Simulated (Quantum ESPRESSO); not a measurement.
# Ge (I4_1/amd) in Quantum ESPRESSO: single point with PBEsol

Aim: the single point of Ge with PBEsol.

Everything below comes from runs of Quantum ESPRESSO 7.5. Logs are shortened: lines on timing, memory, paths and dates and some standing lists are left out, and cuts for length are marked.

## 1. Starting point

The structure is tetragonal, space group I4_1/amd (No. 141). The conventional cell has a = 3.856 Å, b = 3.856 Å, c = 5.912 Å, α = 90.00°, β = 90.00°, γ = 90.00°. Ge (site symmetry -4m2) is surrounded by 4 Ge at 2.43 Å.

## 2. Single point, PBEsol

pw.in reads:

```
&CONTROL
  calculation = 'scf'
  prefix = 'pwscf'
  outdir = './tmp'
  pseudo_dir = './pseudo'
  tprnfor = .true.
  tstress = .true.
  disk_io = 'nowf'
/
&SYSTEM
  ibrav = 0
  nat = 2
  ntyp = 1
  ecutwfc = 78
  nbnd = 21
  occupations = 'smearing'
  smearing = 'gaussian'
  degauss = 0.00073499
/
&ELECTRONS
  conv_thr = 4d-10
  electron_maxstep = 120
  mixing_beta = 0.5
/
ATOMIC_SPECIES
Ge    72.6300 Ge.upf
CELL_PARAMETERS angstrom
   0.0000000000    2.7264000000    2.9558720000
   2.7264000000    0.0000000000    2.9558720000
   2.7264000000    2.7264000000    0.0000000000
ATOMIC_POSITIONS crystal
Ge     0.0000000000    0.0000000000    0.0000000000
Ge     0.2500000000    0.2500000000    0.2500000000
K_POINTS automatic
10 10 10 0 0 0
```

Potentials or basis: PseudoDojo 0.4.1 SR PBEsol standard.

The run is started by

```bash
$ OMP_NUM_THREADS=1 pw.x -in pw.in > pw.out
```

pw.out:

```text
This program is part of the open-source Quantum ESPRESSO suite
     for quantum simulation of materials; please cite
[... 9 lines left out ...]
     --------------------
     sticks:   dense  smooth     PW     G-vecs:    dense   smooth      PW
     Sum        1209    1209    363                27607    27607    4449

     Using Slab Decomposition

     bravais-lattice index     =            0
     lattice parameter (alat)  =       7.5991  a.u.
     unit-cell volume          =     296.5455 (a.u.)^3
     number of atoms/cell      =            2
     number of atomic types    =            1
     number of electrons       =        28.00
     number of Kohn-Sham states=           21
     kinetic-energy cutoff     =      78.0000  Ry
     charge density cutoff     =     312.0000  Ry
     scf convergence threshold =      4.0E-10
     mixing beta               =       0.5000
     number of iterations used =            8  plain     mixing
     Exchange-correlation= PBESOL
                           (   1   4  10   8   0   0   0)

     celldm(1)=   7.599058  celldm(2)=   0.000000  celldm(3)=   0.000000
     celldm(4)=   0.000000  celldm(5)=   0.000000  celldm(6)=   0.000000

     crystal axes: (cart. coord. in units of alat)
               a(1) = (   0.000000   0.677998   0.735063 )
               a(2) = (   0.677998   0.000000   0.735063 )
               a(3) = (   0.677998   0.677998   0.000000 )

     reciprocal axes: (cart. coord. in units 2 pi/alat)
               b(1) = ( -0.737465  0.737465  0.680214 )
               b(2) = (  0.737465 -0.737465  0.680214 )
               b(3) = (  0.737465  0.737465 -0.680214 )

     PseudoPot. # 1 for Ge read from file:
     Ge.upf
     Pseudo is Norm-conserving + core correction, Zval = 14.0
     Generated using ONCVPSP code by D. R. Hamann
     Using radial grid of 1560 points,  6 beta functions with:
                l(1) =   0
                l(2) =   0
                l(3) =   1
                l(4) =   1
                l(5) =   2
                l(6) =   2

     atomic species   valence    mass     pseudopotential
     Ge               14.00    72.63000     Ge( 1.00)

     16 Sym. Ops., with inversion, found ( 8 have fractional translation)

   Cartesian axes

     site n.     atom                  positions (alat units)
         1        Ge     tau(   1) = (   0.0000000   0.0000000   0.0000000  )
         2        Ge     tau(   2) = (   0.3389992   0.3389992   0.3675317  )

     number of k points=   102  Gaussian smearing, width (Ry)=  0.0007

     Number of k-points >= 100: set verbosity='high' to print them.

     Dense  grid:    27607 G-vectors     FFT dimensions: (  48,  48,  48)

     Initial potential from superposition of free atoms

     starting charge      27.9985, renormalised to      28.0000
     Starting wfcs are   18 randomized atomic wfcs +    3 random wfcs

     Self-consistent Calculation

     iteration #  1     ecut=    78.00 Ry     beta= 0.50
     Davidson diagonalization with overlap
     ethr =  1.00E-02,  avg # of iterations =  5.1

     Threshold (ethr) on eigenvalues was too large:
     Diagonalizing with lowered threshold

     Davidson diagonalization with overlap
     ethr =  1.19E-04,  avg # of iterations =  3.6

     total energy              =    -356.80271512 Ry
     estimated scf accuracy    <       0.03423513 Ry

     iteration #  2     ecut=    78.00 Ry     beta= 0.50
     Davidson diagonalization with overlap
     ethr =  1.22E-04,  avg # of iterations =  1.0

     total energy              =    -356.80185734 Ry
     estimated scf accuracy    <       0.00606456 Ry

     iteration #  3     ecut=    78.00 Ry     beta= 0.50
     Davidson diagonalization with overlap
     ethr =  2.17E-05,  avg # of iterations =  2.8

     total energy              =    -356.80222749 Ry
     estimated scf accuracy    <       0.00008520 Ry

     iteration #  4     ecut=    78.00 Ry     beta= 0.50
     Davidson diagonalization with overlap
     ethr =  3.04E-07,  avg # of iterations =  4.5

     total energy              =    -356.80223939 Ry
     estimated scf accuracy    <       0.00000573 Ry

     iteration #  5     ecut=    78.00 Ry     beta= 0.50
     Davidson diagonalization with overlap
     ethr =  2.05E-08,  avg # of iterations =  1.4

     total energy              =    -356.80223951 Ry
     estimated scf accuracy    <       0.00000042 Ry

     iteration #  6     ecut=    78.00 Ry     beta= 0.50
     Davidson diagonalization with overlap
     ethr =  1.51E-09,  avg # of iterations =  2.0

     total energy              =    -356.80223970 Ry
     estimated scf accuracy    <       0.00000009 Ry

     iteration #  7     ecut=    78.00 Ry     beta= 0.50
     Davidson diagonalization with overlap
     ethr =  3.16E-10,  avg # of iterations =  2.0

     total energy              =    -356.80223972 Ry
     estimated scf accuracy    <          3.0E-09 Ry

     iteration #  8     ecut=    78.00 Ry     beta= 0.50
     Davidson diagonalization with overlap
     ethr =  1.07E-11,  avg # of iterations =  2.0

     End of self-consistent calculation

     Number of k-points >= 100: set verbosity='high' to print the bands.

     the Fermi energy is     9.9275 ev

!    total energy              =    -356.80223972 Ry
     estimated scf accuracy    <          2.7E-10 Ry
     smearing contrib. (-TS)   =      -0.00000168 Ry
     internal energy E=F+TS    =    -356.80223804 Ry

     The total energy is F=E-TS. E is the sum of the following terms:
     one-electron contribution =    -179.92198522 Ry
     hartree contribution      =     109.21198617 Ry
     xc contribution           =     -86.41430253 Ry
     ewald contribution        =    -199.67793645 Ry

     convergence has been achieved in   8 iterations

     Forces acting on atoms (cartesian axes, Ry/au):

     atom    1 type  1   force =     0.00000000    0.00000000   -0.00000000
     atom    2 type  1   force =    -0.00000000   -0.00000000    0.00000000

     Total force =     0.000000     Total SCF correction =     0.000000

     Computing stress (Cartesian axis) and pressure

          total   stress  (Ry/bohr**3)                   (kbar)     P=       28.19
   0.00034523   0.00000000  -0.00000000           50.79        0.00       -0.00
   0.00000000   0.00034523  -0.00000000            0.00       50.79       -0.00
  -0.00000000  -0.00000000  -0.00011553           -0.00       -0.00      -17.00

=------------------------------------------------------------------------------=
   JOB DONE.
=------------------------------------------------------------------------------=
```

It took 2.6 min on 1 thread of AMD EPYC 7R43 (Zen 3), shared host; peak memory 0.17 GiB.

What came out:

* Free energy: -4854.5418 eV
* Pressure: 2.8 GPa
* Band gap on the k mesh: none (metal or under the smearing width)
